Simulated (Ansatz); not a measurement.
# CH4Sn: the cost of one run

Computed with Ansatz 0.2.0, Gaussian basis. Level: PBE0-D4/def2-TZVP structures, single points in def2-TZVPP, no counterpoise correction.

Levels: SPW92, PBE-D4, BLYP-D4, r2SCAN-D4, B97M-V, PBE0-D4, B3LYP-D4, r2SCAN0-D4, BHLYP-D4, CAM-B3LYP-D4, wB97X-V, wB97M-V, B2PLYP, PBE-QIDH, RPA on PBE, Hartree-Fock, MP2, CCSD, CCSD(T).

Cores are frozen in the correlated methods. Filled d shells of the heavier atoms are correlated. Core potentials replace the inner electrons past krypton, and spin-orbit coupling is left out. B3LYP uses VWN-RPA correlation. B2PLYP carries no dispersion term here.

78 further runs of the same task are left out: 78 set aside as unsound or not needed.

## 1. The system as given

The complex: 8 atoms, charge 0, spin multiplicity 1.

Atoms are counted from 1 here; the program's logs count them from 0.

Bond lengths: Sn1–C2 2.195 Å, Sn1–H5 1.778 Å, C2–H6 1.096 Å, C2–H7 1.091 Å, C2–H8 1.091 Å, H3–H4 0.760 Å. Angles: C2–Sn1–H5 93.2°, Sn1–C2–H6 106.8°, Sn1–C2–H7 112.7°, Sn1–C2–H8 111.5°, H6–C2–H7 107.5°, H6–C2–H8 108.2°, H7–C2–H8 109.8°.

Coordinates:

```xyz
8
charge 0, multiplicity 1
Sn   -1.0709    0.9117    0.2718
C     1.0583    0.4833   -0.0446
H    -1.3212   -1.5417    0.3453
H    -1.4083   -1.3816    1.0828
H    -1.5444    0.2191   -1.2961
H     1.4271    1.2227   -0.7642
H     1.2302   -0.5048   -0.4729
H     1.6296    0.5912    0.8779
```

Its parts: CH4Sn holds atoms 1, 2, 5, 6, 7, 8; H2 holds atoms 3, 4. Each part counts its atoms afresh in its own runs.

## 2. Relaxing CH4Sn alone

File relax-a/in.yaml:

```yaml
crystal:
  periodic: [false, false, false]
  atoms:
    - {symbol: Sn, position_ang: [-1.070929, 0.911721, 0.271837]}
    - {symbol: C, position_ang: [1.058259, 0.483261, -0.044635]}
    - {symbol: H, position_ang: [-1.544425, 0.219130, -1.296100]}
    - {symbol: H, position_ang: [1.427053, 1.222705, -0.764250]}
    - {symbol: H, position_ang: [1.230189, -0.504833, -0.472949]}
    - {symbol: H, position_ang: [1.629584, 0.591248, 0.877946]}
basis:
  gaussian: {orbitals: def2-TZVP}
hamiltonian: {xc: pbe0, dispersion: d4}
relax: {f_tol: 0.005, max_steps: 200}
```

On the command line:

```
ansatz run in.yaml --threads 2 --pin off --events-out ev --progress --plain --max-ram 4352MiB
```

**Question.** How long does this run take on 2 threads of Arm Neoverse V2, shared host?

About 16 s.
